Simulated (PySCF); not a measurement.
**PH5Br+, a complex of two parts: interaction energy**

One table from this session's results is given with a row withheld; the runs are named, their logs left out.

Computed with PySCF 2.14.0; each step states its level. No surroundings beyond the atoms listed, unless a continuum is named. Atoms count from 0, parts from 1.

## Starting point

7 atoms, charge 1, multiplicity 1; geometry: GFN2-xTB. Parts: 1 = atoms 0–1, `Br`, charge 0; 2 = atoms 2–6, `[PH4+]`, charge 1.

The first run:

The job: settings as JSON, then the geometry in Å.

```
{"job": {"xc": "PBE0", "basis": "def2-TZVPD", "d3": "d3bj", "grid": 3, "kind": "geom", "shake": 0.01}, "charge": 1, "multiplicity": 1, "parts": [{"atoms": "0-1", "charge": 0, "multiplicity": 1}, {"atoms": "2-6", "charge": 1, "multiplicity": 1}]}
Br     0.336286     0.100966    -0.242482
H     -0.735899    -0.726919     0.069251
P      2.941542     2.230256    -1.020993
H      4.060572     3.052078    -1.308343
H      3.125403     1.688161     0.225278
H      1.801798     2.970950    -1.045277
H      2.900354     1.224785    -1.938337
```

Started as:

```console
> OMP_NUM_THREADS=1 python cluster_run.py task.json out
```

One launch serves the whole session: the jobs run in the order shown.

Among the steps run: Optimising the geometry at PBE0-D3(BJ)/def2-TZVPD; Coupled-cluster interaction energy: CCSD(T) and MP2, 3.35 Å; Coupled-cluster interaction energy: CCSD(T) and MP2, 3.52 Å; Coupled-cluster interaction energy: CCSD(T) and MP2, 3.69 Å; Coupled-cluster interaction energy: CCSD(T) and MP2, 3.19 Å; Coupled-cluster interaction energy: CCSD(T) and MP2, 4.19 Å; Coupled-cluster interaction energy: CCSD(T) and MP2, 3.02 Å; Coupled-cluster interaction energy: CCSD(T) and MP2, 5.03 Å; Coupled-cluster interaction energy: CCSD(T) and MP2, 6.71 Å.

One of the session's tables, all rows but one given; the rest of the session is left out.

It belongs to the step «Coupled-cluster interaction energy: CCSD(T) and MP2, 6.71 Å». 

```
                 method  interaction energy (kcal/mol)
         HF/aug-cc-pVDZ                          -1.00
        MP2/aug-cc-pVDZ                          -1.00
       CCSD/aug-cc-pVDZ                          -0.97
    CCSD(T)/aug-cc-pVDZ                          -0.97
         HF/aug-cc-pVQZ                          -0.99
        MP2/aug-cc-pVQZ                          -1.00
    SCS-MP2/aug-cc-pVQZ                              ?
      MP2, extrapolated                          -1.00
CCSD(T), limit estimate                          -0.97
```

Q: Estimate the row for SCS-MP2/aug-cc-pVQZ from the others.

The run gave: interaction energy (kcal/mol): -0.98. In the column «interaction energy (kcal/mol)» it lies between HF/aug-cc-pVQZ (-0.99) and CCSD/aug-cc-pVDZ (-0.97).
